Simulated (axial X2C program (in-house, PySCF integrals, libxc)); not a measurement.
# HSbH: bond lengths and stretches, held linear

An exercise on one series of results from a longer session: the logs are not shown, and one member is left open.

Computed with an in-house X2C program for linear molecules on PySCF integrals. Level: all-electron X2C, two-component (2c) or spin-free, H dyall-v3z, Sb dyall-v3z.

All values are calculated.

2 further runs of the same task are left out: 2 set aside as unsound or not needed.

Set-up of the first run:

Input file task.json:

```json
{"zs": [1, 51, 1], "q": 0, "bas": ["dyall-v3z", "dyall-v3z", "dyall-v3z"], "r0": [1.72, 1.72], "symm": 1, "scan": ["PBE0", "HF", "BHandHLYP"], "levels": ["PBE0", "HF", "TPSSh"], "nst": 2}
```

Keys: zs atomic numbers; q charge; bas basis sets; r0 starting distance in Å; symm equal bonds; scan levels of the two-bond scan (MP2 follows by itself at each HF point); levels methods; nst determinants followed.

Command:

```console
> python solin.py task.json out
```

Masses H 1.008, Sb 120.904, H 1.008 u.

Steps of the session up to this table: Scan at PBE0, 2c; Scan at HF, 2c; Scan at BHandHLYP, 2c.

One table of the session follows, with a row left open; its other results are not shown here.

```
               level  r(H–Sb) (Å)  r(Sb–H) (Å)  lower stretch (cm⁻¹)  upper stretch (cm⁻¹)
            PBE0, 2c            ?            ?                     ?                     ?
              HF, 2c        1.856        1.856                 318.9                1493.5
       BHandHLYP, 2c        1.858        1.858                 743.4                1495.6
             MP2, 2c        1.833        1.833                 734.1                1642.7
     PBE0, spin-free        1.860        1.860                 857.8                1499.7
       HF, spin-free        1.855        1.855                 368.2                1494.8
BHandHLYP, spin-free        1.857        1.857                 768.3                1497.8
      MP2, spin-free        1.833        1.833                 761.0                1644.3
```

**Question.** Estimate the row for PBE0, 2c.

**Answer.** r(H–Sb) (Å): 1.861; r(Sb–H) (Å): 1.861; lower stretch (cm⁻¹): 839.4; upper stretch (cm⁻¹): 1497.5. In the column «r(H–Sb) (Å)» it is the highest.

Scans not shown above were run alike.

To keep in mind: The molecule was held linear; bending was not examined, so a bent shape may lie lower.
